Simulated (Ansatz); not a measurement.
# Ba2Tl5V3O12 (R-3m) in Ansatz: convergence with wavefunction cutoff

Aim: find how far wavefunction cutoff must go before the results for Ba2Tl5V3O12 settle, at PBE. This setting moves, with any that are tied to it; all else stays.

Everything below comes from runs of Ansatz 0.2.0. Logs are shortened: lines on timing, memory, paths and dates and some standing lists are left out, and cuts for length are marked.

## (1) The crystal as given

Symmetry: R-3m, No. 166, trigonal system. Conventional cell: a = 8.474 Å, b = 8.474 Å, c = 18.385 Å, α = 90.00°, β = 90.00°, γ = 120.00°. Around Ba (site symmetry -3m) lie 12 O at 3.23 Å. Ba (site symmetry -3m) is surrounded by 12 O at 3.22 Å. V (site symmetry 2/m) is surrounded by 4 O at 1.82 Å. Tl (site symmetry 2/m) is surrounded by 4 O at 2.36 Å. Tl (site symmetry 3m) has 3 V at 2.80 Å and 6 O at 2.84 Å and 3 Tl at 2.98 Å as nearest neighbours. O (site symmetry 1) is surrounded by 1 V at 1.82 Å.

The cell was built by a generator and needn't be a form met in nature.

## (2) With wavefunction cutoff 200 eV

input.yaml reads:

```yaml
crystal:
  lattice:
    - [4.23698, 2.44622, 6.1284]
    - [-4.23698, 2.44622, 6.1284]
    - [0.0, -4.89244, 6.1284]
  atoms:
    - { symbol: Ba, position: [0.5, 0.5, 0.5] }
    - { symbol: Ba, position: [0.0, 0.0, 0.0] }
    - { symbol: V, position: [0.5, 0.5, 0.0], spin: 2.0 }
    - { symbol: V, position: [0.0, 0.5, 0.5], spin: 2.0 }
    - { symbol: V, position: [0.5, 0.0, 0.5], spin: 2.0 }
    - { symbol: Tl, position: [0.0, 0.0, 0.5] }
    - { symbol: Tl, position: [0.5, 0.0, 0.0] }
    - { symbol: Tl, position: [0.0, 0.5, 0.0] }
    - { symbol: Tl, position: [0.74045, 0.74045, 0.74045] }
    - { symbol: Tl, position: [0.25955, 0.25955, 0.25955] }
    - { symbol: O, position: [0.71652, 0.08089, 0.41242] }
    - { symbol: O, position: [0.41242, 0.71652, 0.08089] }
    - { symbol: O, position: [0.08089, 0.41242, 0.71652] }
    - { symbol: O, position: [0.58757, 0.91911, 0.28348] }
    - { symbol: O, position: [0.91911, 0.28348, 0.58757] }
    - { symbol: O, position: [0.28348, 0.58757, 0.91911] }
    - { symbol: O, position: [0.28348, 0.91911, 0.58757] }
    - { symbol: O, position: [0.58757, 0.28348, 0.91911] }
    - { symbol: O, position: [0.91911, 0.58757, 0.28348] }
    - { symbol: O, position: [0.41242, 0.08089, 0.71652] }
    - { symbol: O, position: [0.08089, 0.71652, 0.41242] }
    - { symbol: O, position: [0.71652, 0.41242, 0.08089] }
hamiltonian:
  xc: pbe
  pseudopotentials: { kind: paw }
magnetization:
  spin_polarized: true
kpoints:
  mp_grid: { grid: [3, 3, 3] }
scf:
  occupations: { method: fermi_dirac, width: 0.05 }
output:
  forces: true
  stress: true
  eigenvalues: true
basis:
  ecutwfc: "200 eV"
```

Potentials or basis: Ansatz PAW.

Run with:

```
ansatz run input.yaml --threads 8 --pin off --max-ram 20480MiB --backend cpu --events-out ev --progress --plain --runs-dir out
```

Run time: 2.1 s. Hardware: 8 threads of AMD EPYC 9R45 (Zen 5), shared host; peak memory 1 GiB.

Results:

- Free energy: -84542.7000 eV
- Pressure: 6.3 GPa
- Largest force: 2.335 eV/Å
- Band gap on the k mesh: none (metal or under the smearing width)
- Net moment: 1.10 μB per cell
- Absolute moment: 1.67 μB per cell
- Site moments: Ba +0.00, -0.00; V +0.23; Tl -0.00, +0.02; O -0.02 μB

## (3) With wavefunction cutoff 250 eV

input.yaml, as its differences from that of step 2:

```diff
@@ -42,2 +42,2 @@
 basis:
-  ecutwfc: "200 eV"
+  ecutwfc: "250 eV"
```

Potentials or basis: Ansatz PAW.

Run with:

```
ansatz run input.yaml --threads 8 --pin off --max-ram 20480MiB --backend cpu --events-out ev --progress --plain --runs-dir out
```

Run time: 3 s. Hardware: 8 threads of AMD EPYC 9R45 (Zen 5), shared host; peak memory 1.2 GiB.

Results:

| Quantity | Value |
| --- | --- |
| Free energy | -84635.7438 eV |
| Pressure | 0.6 GPa |
| Largest force | 0.149 eV/Å |
| Band gap on the k mesh | none (metal or under the smearing width) |
| Net moment | 1.02 μB per cell |
| Absolute moment | 1.40 μB per cell |
| Site moments | Ba +0.00, -0.00; V +0.21; Tl +0.00, +0.02; O -0.01 μB |

## (4) With wavefunction cutoff 300 eV

input.yaml, as its differences from that of step 3:

```diff
@@ -42,2 +42,2 @@
 basis:
-  ecutwfc: "250 eV"
+  ecutwfc: "300 eV"
```

Run with:

```
ansatz run input.yaml --threads 8 --pin off --max-ram 20480MiB --backend cpu --events-out ev --progress --plain --runs-dir out
```

Run time: 3.2 s. Hardware: 8 threads of AMD EPYC 9R45 (Zen 5), shared host; peak memory 1.5 GiB.

What came out:

| Item | Value |
| --- | --- |
| Free energy | -84658.3349 eV |
| Pressure | -0.1 GPa |
| Largest force | 0.166 eV/Å |
| Band gap on the k mesh | none (metal or under the smearing width) |
| Net moment | 1.15 μB per cell |
| Absolute moment | 1.60 μB per cell |
| Site moments | Ba +0.00, -0.00; V +0.24; Tl +0.00, +0.02; O -0.01 μB |

## (5) With wavefunction cutoff 350 eV

input.yaml, as its differences from that of step 4:

```diff
@@ -42,2 +42,2 @@
 basis:
-  ecutwfc: "300 eV"
+  ecutwfc: "350 eV"
```

Run with:

```
ansatz run input.yaml --threads 8 --pin off --max-ram 20480MiB --backend cpu --events-out ev --progress --plain --runs-dir out
```

It took 4.3 s on 8 threads of AMD EPYC 9R45 (Zen 5), shared host; peak memory 1.7 GiB.

Results:

* Free energy: -84663.4317 eV
* Pressure: -0.1 GPa
* Largest force: 0.049 eV/Å
* Band gap on the k mesh: none (metal or under the smearing width)
* Net moment: 1.15 μB per cell
* Absolute moment: 1.60 μB per cell
* Site moments: Ba +0.00, -0.00; V +0.24; Tl +0.00, +0.02; O -0.01 μB

## (6) With wavefunction cutoff 400 eV

input.yaml, as its differences from that of step 5:

```diff
@@ -42,2 +42,2 @@
 basis:
-  ecutwfc: "350 eV"
+  ecutwfc: "400 eV"
```

Potentials or basis: Ansatz PAW.

Run with:

```
ansatz run input.yaml --threads 8 --pin off --max-ram 20480MiB --backend cpu --events-out ev --progress --plain --runs-dir out
```

Wall time 4.7 s (8 threads of AMD EPYC 9R45 (Zen 5), shared host); peak memory 2 GiB.

It converged, with:

```yaml
Free_energy: -84664.4236 eV
Pressure: 0.0 GPa
Largest_force: 0.014 eV/Å
Band_gap_on_the_k_mesh: none (metal or under the smearing width)
Net_moment: 1.15 μB per cell
Absolute_moment: 1.60 μB per cell
Site_moments: Ba +0.00, -0.00; V +0.24; Tl +0.00, +0.02; O -0.01 μB
```

## (7) With wavefunction cutoff 450 eV

input.yaml, as its differences from that of step 6:

```diff
@@ -42,2 +42,2 @@
 basis:
-  ecutwfc: "400 eV"
+  ecutwfc: "450 eV"
```

Run with:

```
ansatz run input.yaml --threads 8 --pin off --max-ram 20480MiB --backend cpu --events-out ev --progress --plain --runs-dir out
```

It took 5 s on 8 threads of AMD EPYC 9R45 (Zen 5), shared host; peak memory 2.2 GiB.

It converged, with:

| Property | Result |
| --- | --- |
| Free energy | -84664.5841 eV |
| Pressure | 0.0 GPa |
| Largest force | 0.013 eV/Å |
| Band gap on the k mesh | none (metal or under the smearing width) |
| Net moment | 1.15 μB per cell |
| Absolute moment | 1.60 μB per cell |
| Site moments | Ba +0.00, -0.00; V +0.24; Tl +0.00, +0.02; O -0.01 μB |

## (8) With wavefunction cutoff 500 eV

input.yaml, as its differences from that of step 7:

```diff
@@ -42,2 +42,2 @@
 basis:
-  ecutwfc: "450 eV"
+  ecutwfc: "500 eV"
```

Run with:

```
ansatz run input.yaml --threads 8 --pin off --max-ram 20480MiB --backend cpu --events-out ev --progress --plain --runs-dir out
```

Run time: 5.8 s. Hardware: 8 threads of AMD EPYC 9R45 (Zen 5), shared host; peak memory 2.5 GiB.

The run converged. Its results:

* Free energy: -84664.6013 eV
* Pressure: 0.0 GPa
* Largest force: 0.013 eV/Å
* Band gap on the k mesh: none (metal or under the smearing width)
* Net moment: 1.15 μB per cell
* Absolute moment: 1.60 μB per cell
* Site moments: Ba +0.00, -0.00; V +0.24; Tl +0.00, +0.02; O -0.01 μB

## (9) With wavefunction cutoff 600 eV

input.yaml, as its differences from that of step 8:

```diff
@@ -42,2 +42,2 @@
 basis:
-  ecutwfc: "500 eV"
+  ecutwfc: "600 eV"
```

Potentials or basis: Ansatz PAW.

Run with:

```
ansatz run input.yaml --threads 8 --pin off --max-ram 20480MiB --backend cpu --events-out ev --progress --plain --runs-dir out
```

Run time: 7.6 s. Hardware: 8 threads of AMD EPYC 9R45 (Zen 5), shared host; peak memory 3 GiB.

It converged, with:

| Item | Value |
| --- | --- |
| Free energy | -84664.6108 eV |
| Pressure | 0.0 GPa |
| Largest force | 0.013 eV/Å |
| Band gap on the k mesh | none (metal or under the smearing width) |
| Net moment | 1.15 μB per cell |
| Absolute moment | 1.60 μB per cell |
| Site moments | Ba +0.00, -0.00; V +0.24; Tl +0.00, +0.02; O -0.01 μB |

## (10) With wavefunction cutoff 800 eV

input.yaml, as its differences from that of step 9:

```diff
@@ -42,2 +42,2 @@
 basis:
-  ecutwfc: "600 eV"
+  ecutwfc: "800 eV"
```

Potentials or basis: Ansatz PAW.

Run with:

```
ansatz run input.yaml --threads 8 --pin off --max-ram 20480MiB --backend cpu --events-out ev --progress --plain --runs-dir out
```

The program printed:

```text
Warning: the atoms were moved onto the symmetric positions of the space group found under crystal.symmetry.tolerance 1.0e-5 (fractional; no operation is sought that the atoms, as they stand in a round, miss by more than twice it, and no atom is moved by as much as it), and the run uses the moved positions. Before a round's move an operation carried an atom to 5.63e-5 Å from where it should land, the largest such distance. Atom 10 (counting from 0) moved farthest, by 3.92e-5 Å; the longest move in fractions of the cell, of whichever atom, is 0.50 of the tolerance, in 1 round. To run the atoms as typed, lower crystal.symmetry.tolerance until the operations that they miss are no longer found, or set crystal.symmetry.detect: false (a key that needs symmetry detection or time reversal refuses this as the deck is read). The positions used, in the order of the run's atom list: position: [0.5, 0.5, 0.5]; position: [2.333988698247384e-17, 2.333988698247384e-17, 2.333988698247384e-17]; position: [0.5, 0.5, 2.333988698247384e-17]; position: [2.333988698247384e-17, 0.5, 0.5]; position: [0.5, 2.333988698247384e-17, 0.5]; position: [2.333988698247384e-17, 2.333988698247384e-17, 0.5]; position: [0.5, 2.333988698247384e-17, 2.333988698247384e-17]; position: [2.333988698247384e-17, 0.5, 2.333988698247384e-17]; position: [0.74045, 0.74045, 0.74045]; position: [0.25955, 0.25955, 0.25955]; position: [0.71652, 0.08089000000000003, 0.412425]; position: [0.412425, 0.71652, 0.08089000000000003]; position: [0.08089000000000003, 0.412425, 0.71652]; position: [0.5875750000000001, 0.91911, 0.28348]; position: [0.91911, 0.28348, 0.5875750000000001]; position: [0.28348, 0.5875750000000001, 0.91911]; position: [0.28348, 0.91911, 0.5875750000000001]; position: [0.5875750000000001, 0.28348, 0.91911]; position: [0.91911, 0.5875750000000001, 0.28348]; position: [0.412425, 0.08089000000000003, 0.71652]; position: [0.08089000000000003, 0.71652, 0.412425]; position: [0.71652, 0.412425, 0.08089000000000003]; The lattice was moved too: crystal.lattice keeps the space group found at crystal.symmetry.tolerance 1.0e-5 only nearly: the operation that it misses by the most changes a squared length by the fraction 1.09e-6. The run uses the lattice that is a stretch of the typed one, with no rotation, onto the one that keeps every operation to a double's rounding (on a very oblique basis the stretch itself rounds by more); the deck's lattice vector that moved farthest moved by 1.54e-6 Å. To run the lattice as typed, set crystal.symmetry.tolerance under 1.09e-6, the least fraction by which an operation that the lattice misses changes a squared length (the same key also sets how far an atom may lie from its image, so lowering it can lose operations that the atoms keep only within it), or set crystal.symmetry.detect: false, as for the atoms. crystal.lattice made exact, in Å and degrees: [[4.23697866324578, 2.446220771775652, 6.1284], [-4.23697866324578, 2.446220771775652, 6.1284], [0.0, -4.892441543551304, 6.1284]]. Pasted over the deck's crystal.lattice, beside positions in fractional coordinates, it runs the same cell (given as lengths and angles, that cell in the form's own orientation, a rigid turn of the misfit's size from the one run here, for which a checkpoint.post_process_only pass over this run's state can be refused: where this run relaxes nothing, give such a pass this deck's own crystal.lattice, as typed; behind a relaxation, as crystal.lattice, the state's own cell, identity.cell in its checkpoint.json), and a matrix so pasted ends this notice, except on a very skew basis of the lattice, where the rounding of the pasted numbers themselves can read as a misfit: the cell is then moved again, and that move is told again. The lattice as run is in this notice's lattice.as_run_ang field (Run.prep()["deck_notices"] in Python, the deck_notice line of an events file, deck_notices of ansatz run --dry-run=json, or deck_notices in record.json in the deck's checkpoint.write directory).
[... 110 lines left out ...]
  k-point 2 ↑: bands = ["-56.8464", "-56.8463", "-56.8463", "-30.7421", "-30.7417", "-30.7416", "-30.6987", "-30.6984", "-30.6976", "-30.6965", "-30.6950", "-30.6944", "-19.0122", "-18.9545", "-9.5672", "-9.3748", "-9.3687", "-8.9854", "-8.8998", "-8.7710", "-8.7592", "-8.6498", "-8.6333", "-8.6114", "-8.5333", "-8.4202", "-4.2978", "-4.1587", "-4.0828", "-4.0775", "-3.9396", "-3.9292", "-3.7385", "-3.6738", "-3.5106", "-3.3196", "-3.2971", "-3.2535", "-3.2443", "-3.1921", "-3.1792", "-3.1409", "-2.9019", "-2.7105", "-2.6995", "-2.6769", "-2.6509", "-2.6491", "-2.6482", "-2.5878", "-2.5581", "-2.5474", "-2.5119", "-2.4920", "-2.4908", "-2.4601", "-2.4529", "0.6649", "1.0155", "1.9613", "2.3172", "2.7677", "3.6310", "3.7311", "3.7452", "3.9192", "3.9703", "4.0034", "4.1546", "4.2198", "4.3631", "4.5881", "4.7607", "4.8295", "4.9274", "5.1643", "5.2305", "5.4146", "5.4711", "5.6935", "5.7540", "5.8328", "5.9288", "6.0088", "6.1421", "6.2829", "6.5038", "6.5820", "6.6151", "6.6897", "6.7922", "7.0477", "7.2183", "7.2213", "7.3602", "7.4969", "7.5929", "8.0657", "8.1325", "8.6063", "8.9433", "9.3166", "9.6876", "9.7292", "9.8132", "9.9250", "10.0442", "10.1289", "10.2547", "10.3368", "10.4352", "10.8228", "10.9971", "11.5126", "12.3953", "12.5594", "12.7614", "13.0407", "13.0867", "13.2271", "13.3593", "13.4317", "13.5682"]
  k-point 5 ↓: bands = ["-56.5187", "-56.5186", "-56.5186", "-30.4718", "-30.4715", "-30.4714", "-30.4600", "-30.4597", "-30.4589", "-30.2345", "-30.2329", "-30.2323", "-19.0112", "-18.9553", "-9.5268", "-9.4174", "-9.3542", "-8.9916", "-8.8883", "-8.7751", "-8.7727", "-8.7206", "-8.6792", "-8.6392", "-8.5544", "-8.4959", "-4.3075", "-4.1621", "-4.0852", "-4.0779", "-3.9459", "-3.9359", "-3.6998", "-3.6671", "-3.4760", "-3.3318", "-3.2712", "-3.2468", "-3.2313", "-3.1860", "-3.1759", "-3.1525", "-2.8817", "-2.6999", "-2.6988", "-2.6648", "-2.6514", "-2.6465", "-2.6464", "-2.5815", "-2.5471", "-2.5460", "-2.5110", "-2.4684", "-2.4597", "-2.4560", "-2.4273", "0.7556", "1.0575", "2.1899", "2.3920", "2.9630", "3.5888", "3.6723", "3.8147", "3.8226", "3.9577", "3.9687", "4.0219", "4.1590", "4.2103", "4.3530", "4.4792", "4.7820", "4.9437", "4.9478", "5.3272", "5.5142", "5.5770", "5.6814", "5.9292", "5.9689", "5.9788", "5.9973", "6.2105", "6.4474", "6.7141", "6.7323", "6.7775", "6.8015", "6.8732", "7.0410", "7.2437", "7.2979", "7.3966", "7.4305", "7.6244", "8.5142", "8.6813", "8.7115", "9.1794", "9.6872", "9.7959", "9.8542", "9.9987", "10.0371", "10.0704", "10.1827", "10.2803", "10.3786", "10.5994", "10.6967", "11.3564", "11.7808", "12.3266", "12.6492", "12.7067", "12.9169", "13.0020", "13.2545", "13.4217", "13.6812", "13.8512"]
```

Run time: 11 s. Hardware: 8 threads of AMD EPYC 9R45 (Zen 5), shared host; peak memory 4.4 GiB.

What came out:

```
Free energy            : -84664.6177 eV
Pressure               : 0.0 GPa
Largest force          : 0.013 eV/Å
Band gap on the k mesh : none (metal or under the smearing width)
Net moment             : 1.15 μB per cell
Absolute moment        : 1.60 μB per cell
Site moments           : Ba +0.00, -0.00; V +0.24; Tl +0.00, +0.02; O -0.01 μB
```

## (11) Result

| wavefunction cutoff | energy less the tightest run, at zero smearing (meV/atom) | pressure (GPa) | largest force (eV/Å) | absolute moment (μB) | SCF cycles | CPU time (s) | peak memory (GiB) |
| --- | --- | --- | --- | --- | --- | --- | --- |
| 200 eV | 5541.57 | 6.34 | 2.335 | 1.67 | 14 | 14 | 1 |
| 250 eV | 1312.70 | 0.62 | 0.149 | 1.40 | 15 | 20 | 1.2 |
| 300 eV | 285.58 | -0.15 | 0.166 | 1.60 | 15 | 23 | 1.5 |
| 350 eV | 53.92 | -0.10 | 0.049 | 1.60 | 15 | 29 | 1.7 |
| 400 eV | 8.83 | -0.02 | 0.014 | 1.60 | 15 | 34 | 2 |
| 450 eV | 1.53 | -0.02 | 0.013 | 1.60 | 15 | 37 | 2.2 |
| 500 eV | 0.75 | -0.02 | 0.013 | 1.60 | 15 | 42 | 2.5 |
| 600 eV | 0.31 | -0.03 | 0.013 | 1.60 | 15 | 56 | 3 |
| 800 eV | 0.00 | -0.03 | 0.013 | 1.60 | 15 | 82 | 4.4 |

Against the tightest run, the energy stays within 1 meV/atom from 500 eV on; the pressure stays within 0.1 GPa from 350 eV on; the largest force stays within 0.005 eV/Å from 400 eV on; the absolute moment stays within 0.02 μB from 300 eV on. The tightest run that finished is the yardstick and may itself not be fully converged.

Caveats: semilocal functionals often make such compounds metallic where correlation or magnetic order opens a gap, which also shifts bond lengths.
